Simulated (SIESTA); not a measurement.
The system is NaLaMnMoO6.

```xyz
20
Lattice="5.5573 0.0000 0.0005 0.0000 5.5979 0.0000 -0.0629 0.0000 8.0246" Properties=species:S:1:pos:R:3 pbc="T T T"
Na    4.1371    2.8870    4.0066
Na    1.3574    0.0880    4.0185
La    1.3662    5.3682    8.0197
La    4.1282    2.5692    0.0054
Mn    1.3603    2.7297    2.0550
Mn    4.1342    5.5286    5.9702
Mo    4.1820    5.5792    2.1743
Mo    1.3124    2.7803    5.8509
O     3.7112    5.4765    3.9373
O     0.1716    4.5353    2.2249
O     5.1703    1.6184    2.2495
O     2.6448    1.1737    1.5989
O     3.0125    4.1180    1.6116
O     4.6099    0.1018    0.0319
O     1.7833    2.6775    4.0878
O     5.3228    1.7363    5.8002
O     0.3241    4.4173    5.7757
O     2.8496    3.9726    6.4262
O     2.4819    1.3190    6.4136
O     0.8845    2.9007    7.9933
```

The cell was built by a generator and needn't be a form met in nature.

Base run:

* Program: SIESTA 5.4.2
* Functional: PBE
* Potentials or basis: PseudoDojo 0.4 standard (PBE files)
* Basis: DZP (energy shift 0.003 Ry; two zetas on semicore shells)
* Grid cutoff: 800 Ry
* Energy shift: 0.003 Ry
* k mesh: 5 × 5 × 4
* Occupations: fermi-dirac, width 0.05 eV
* Spin: collinear spin, ferromagnetic start
* Starting moments: [0.0, 0.0, 0.0, 0.0, 4.0, 4.0, 1.0, 1.0, 0.0, 0.0, 0.0, 0.0, 0.0, 0.0, 0.0, 0.0, 0.0, 0.0, 0.0, 0.0] μB

Its results: band gap on the k mesh 0.10 eV, indirect (least direct gap 0.16 eV); pressure 5.2 GPa; net moment 9.97 μB per cell; site moments Na -0.01; La -0.02; Mn +4.46; Mo +0.37; O +0.01, +0.03, +0.02, +0.06 μB; largest force 0.746 eV/Å.

Problem. After a change of settings the same cell gave: band gap on the k mesh 1.29 eV, indirect (least direct gap 1.32 eV); pressure 7.5 GPa; net moment 10.00 μB per cell; site moments Na -0.02; La -0.03; Mn +4.88; Mo +0.40; O -0.07, -0.05, -0.04, -0.03, +0.00 μB; largest force 0.674 eV/Å. Which change was it?
A. hubbard terms from none to Mn d U = 6 eV, Mo d U = 6 eV
B. basis from DZP (energy shift 0.003 Ry; two zetas on semicore shells) to TZP (energy shift 0.003 Ry; two zetas on semicore shells)
C. basis from DZP (energy shift 0.003 Ry; two zetas on semicore shells) to SZP (energy shift 0.003 Ry; radii capped at 9.5 bohr)
D. hubbard terms from none to Mn d U = 2 eV, Mo d U = 2 eV

Solution. A.

The U term pushes filled and empty states of the shell apart.

Caveats: short orbitals over semicore shells can move pressures by several GPa; spin-orbit coupling is left out, which moves the levels of the heavy elements; the basis of atomic orbitals isn't converged, which shifts pressures, moduli and gaps; only a ferromagnetic start was run, and an antiferromagnetic order may lie lower in energy; an odd mesh through Γ misses points on the zone boundary, where band edges often lie (some runs).
